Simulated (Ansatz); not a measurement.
**GaSiH₃ (triplet): the correlation ladder, cc-pVDZ**

How much of the correlation energy of GaSiH₃ (triplet) does each wave-function method recover here?

Program: Ansatz 0.2.0, Gaussian basis. Level of theory: cc-pVDZ, core rule «outside noble gas», up to 19 orbitals frozen. These are calculated values, not measurements.

The runs, in order: UHF; CCSD(T) on ROHF; CCSD(T) on UHF; BCCD(T) on ROHF; CISD; CCSDT(Q) on ROHF; CCSDT(Q) on UHF; CASSCF and NEVPT2, 10 electrons in 11 orbitals.

17 further runs of the same task are left out: 1 for a known fault of the program, 7 that didn't finish, 9 set aside as unsound or not needed.

**1. The system**

The geometry is a PBE0/def2-TZVP stationary point (not a proven minimum) of the parent state, kept for this charge and spin. No spin-orbit coupling is included. The filled d shell of Ga may be among the frozen orbitals whatever the setting's name suggests; the logs give the count.

5 atoms, charge 0, spin multiplicity 3.

Atoms are counted from 1 here; the program's logs count them from 0.

Bond lengths: Si1–Ga2 2.530 Å, Si1–H3 1.527 Å, Ga2–H4 1.582 Å, Ga2–H5 1.583 Å. Angles: Ga2–Si1–H3 91.5°, Si1–Ga2–H4 124.5°, Si1–Ga2–H5 119.7°, H4–Ga2–H5 115.8°.

**2. UHF**

Contents of in.yaml:

```yaml
crystal:
  periodic: [false, false, false]
  atoms:
    - {symbol: Si, position_ang: [0.000000, -0.091539, 1.814482]}
    - {symbol: Ga, position_ang: [0.000000, 0.015718, -0.713702]}
    - {symbol: H, position_ang: [0.000000, 1.431644, 1.919982]}
    - {symbol: H, position_ang: [0.000000, 1.356491, -1.553803]}
    - {symbol: H, position_ang: [0.000000, -1.324715, -1.555955]}
basis:
  gaussian: {orbitals: cc-pVDZ}
magnetization: {spin_polarized: true, initial_magnetization: 2}
hamiltonian: {xc: hf}
output: {orbitals: {seedname: orbitals}}
```

Launch:

```
$ ansatz run in.yaml --threads 1 --pin off --events-out ev --progress --plain --max-ram 2393MiB
```

After this run come: CCSD(T) on ROHF; CCSD(T) on UHF; BCCD(T) on ROHF; CISD; CCSDT(Q) on ROHF; CCSDT(Q) on UHF; CASSCF and NEVPT2, 10 electrons in 11 orbitals.

Before running them: what should the planned runs give, taken together? Wanted: UCCSDT(Q) below the RHF energy; RMP2 from UCCSDT(Q); UMP2 from UCCSDT(Q); RCCSD from UCCSDT(Q); RCCSD(T) from UCCSDT(Q); UCCSD(T) from UCCSDT(Q); RCCSDT(Q) from UCCSDT(Q); NEVPT2 valence from UCCSDT(Q); T1 diagnostic.

**Answer**, as computed:

```
                         quantity                      value
   UCCSDT(Q) below the RHF energy                 -4.9333 eV
              RMP2 from UCCSDT(Q)            +28.38 kcal/mol
              UMP2 from UCCSDT(Q)            +28.29 kcal/mol
             RCCSD from UCCSDT(Q)             +4.13 kcal/mol
          RCCSD(T) from UCCSDT(Q)             +1.09 kcal/mol
          UCCSD(T) from UCCSDT(Q)             +1.06 kcal/mol
         RCCSDT(Q) from UCCSDT(Q)             +0.04 kcal/mol
    NEVPT2 valence from UCCSDT(Q)            +21.17 kcal/mol
levels within 1 kcal/mol (43 meV)  RCCSDT, UCCSDT, RCCSDT(Q)
                    T1 diagnostic                      0.038
   effectively unpaired electrons                       2.03
```

RCCSD(T) lands +1.09 kcal/mol from the yardstick (1.0 % of the correlation energy). One determinant dominates. These misses are within one basis, not against nature; the frozen cores of restricted and unrestricted runs differ, which can shift their rows.
